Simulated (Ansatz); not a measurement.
# BiTe in Ansatz: the effect of functional

BiTe:

```
Bi Te
1.0
     0.00000    3.29845    3.29845
     3.29845    0.00000    3.29845
     3.29845    3.29845    0.00000
Bi Te
1 1
Direct
  0.00000 0.00000 0.00000
  0.50000 0.50000 0.50000
```

The cell isn't the ideal one: volume scaled by 1.06.

Alike in all runs:

| Quantity | Value |
| --- | --- |
| Program | Ansatz 0.2.0 |
| Task | single point |
| Potentials or basis | Ansatz PAW |
| k mesh | 7 × 7 × 7 |
| Occupations | fermi-dirac, width 0.05 eV |
| Spin | no spin polarisation |

```tsv
functional	cutoff	pressure (GPa)
LDA	420 eV (not typed: the program's choice for these potentials)	?
PBEsol	420 eV (not typed: the program's choice for these potentials)	-3.9
r2SCAN	500 eV (not typed: the program's choice for these potentials)	-2.5
```

**Question.** What does the run with functional LDA give?

**Answer.** Pressure -4.9 GPa.

Caveats: the PAW data sets come from PBE, with cores solved anew for the run's functional, which leaves a small shift of forces and pressure.
